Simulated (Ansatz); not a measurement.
# CH₆S₂Si: one species, many methods

The task here is to estimate one member of a computed series from the others.

Computed with Ansatz 0.2.0, Gaussian basis. Level: functionals in def2-TZVPP, the program's frozen cores in correlated methods.

The runs, in order: LDA (SPW92), PBE-D4, revPBE-D4, BLYP-D4, r2SCAN-D4, B97M-V, PBE0-D4, B3LYP-D4, r2SCANh-D4, r2SCAN0-D4, HSE06-D4, BHLYP-D4, CAM-B3LYP-D4, LC-ωPBE, ωB97X-V, ωB97M-V, B2PLYP, PBE-QIDH; CCSD(T)/def2-SVP; CCSD(T)/def2-TZVPP; MP2/def2-QZVPP; extrapolation to the limit; RPA on PBE.

**Structure used throughout**

The geometry comes from an earlier relaxation with PBE0-D4 in a triple-zeta def2 set; it is a stationary point, not always the lowest conformer.

SMILES `SC[SiH2]S`, 10 atoms, charge 0, spin multiplicity 1.

Atoms are counted from 1 here; the program's logs count them from 0.

Bond lengths: S1–C2 1.812 Å, S1–H5 1.344 Å, C2–Si3 1.877 Å, C2–H6 1.092 Å, C2–H7 1.094 Å, Si3–S4 2.139 Å, Si3–H8 1.483 Å, Si3–H9 1.487 Å, S4–H10 1.344 Å. Angles: C2–S1–H5 96.4°, S1–C2–Si3 111.7°, S1–C2–H6 110.7°, S1–C2–H7 105.5°, Si3–C2–H6 112.7°, Si3–C2–H7 108.5°, H6–C2–H7 107.5°, C2–Si3–S4 112.3°, C2–Si3–H8 108.8°, C2–Si3–H9 110.3°, S4–Si3–H8 110.0°, S4–Si3–H9 104.6°, H8–Si3–H9 110.7°, Si3–S4–H10 94.2°.

Coordinates:

```xyz
10

S    -1.8945   -0.7903   -0.1312
C    -0.1945   -1.0916    0.4180
Si    0.8224    0.4858    0.4276
S     0.8182    1.4677   -1.4727
H    -1.5778   -0.3330   -1.3546
H     0.2661   -1.8859   -0.1723
H    -0.2805   -1.4547    1.4466
H     0.2846    1.3944    1.4693
H     2.2532    0.1764    0.6868
H    -0.4142    1.9801   -1.3147
```

Set-up of the first run:

The input, in.yaml:

```yaml
crystal:
  periodic: [false, false, false]
  atoms:
    - {symbol: S, position_ang: [-1.894515, -0.790267, -0.131246]}
    - {symbol: C, position_ang: [-0.194503, -1.091582, 0.418049]}
    - {symbol: Si, position_ang: [0.822397, 0.485838, 0.427623]}
    - {symbol: S, position_ang: [0.818202, 1.467656, -1.472656]}
    - {symbol: H, position_ang: [-1.577768, -0.332973, -1.354625]}
    - {symbol: H, position_ang: [0.266130, -1.885870, -0.172289]}
    - {symbol: H, position_ang: [-0.280529, -1.454731, 1.446608]}
    - {symbol: H, position_ang: [0.284643, 1.394410, 1.469333]}
    - {symbol: H, position_ang: [2.253195, 0.176359, 0.686790]}
    - {symbol: H, position_ang: [-0.414152, 1.980061, -1.314688]}
basis:
  gaussian: {orbitals: def2-TZVPP}
hamiltonian: {xc: lda}
output: {orbitals: {seedname: orbitals}}
```

The run is started by

```
> ansatz run in.yaml --threads 2 --pin off --events-out ev --progress --plain --max-ram 4352MiB
```

Steps of the session up to this table: LDA; PBE-D4 (GGA); revPBE-D4 (GGA); BLYP-D4 (GGA); r2SCAN-D4 (meta-GGA); B97M-V (meta-GGA); PBE0-D4 (hybrid); B3LYP-D4 (hybrid); r2SCANh-D4 (hybrid); r2SCAN0-D4 (hybrid); HSE06-D4 (hybrid); BHLYP-D4 (hybrid); CAM-B3LYP-D4 (range-separated); LC-ωPBE (range-separated); ωB97X-V (range-separated); ωB97M-V (range-separated); B2PLYP (double hybrid); PBE-QIDH (double hybrid).

One of the session's tables, all rows but one given; the rest of the session is left out.

| functional | HOMO (eV) | gap (eV) |
| --- | --- | --- |
| LDA (SPW92) | -5.80 | 4.86 |
| PBE-D4 | -5.68 | 4.93 |
| revPBE-D4 | -5.63 | 4.97 |
| BLYP-D4 | -5.53 | 4.89 |
| r2SCAN-D4 | -5.93 | 5.49 |
| B97M-V | -6.04 | 5.47 |
| PBE0-D4 | -6.90 | 7.07 |
| B3LYP-D4 | -6.66 | 6.57 |
| r2SCANh-D4 | -6.38 | 6.28 |
| r2SCAN0-D4 | -7.06 | 7.44 |
| HSE06-D4 | -6.50 | 6.29 |
| BHLYP-D4 | -7.99 | 8.99 |
| CAM-B3LYP-D4 | -8.23 | 9.36 |
| LC-ωPBE | -9.63 | 11.99 |
| ωB97X-V | -9.27 | 11.45 |
| ωB97M-V | ? | ? |

Estimate the missing values for ωB97M-V.

**Answer.** HOMO (eV): -9.10; gap (eV): 10.97. In the column «HOMO (eV)» it lies between ωB97X-V (-9.27) and CAM-B3LYP-D4 (-8.23).
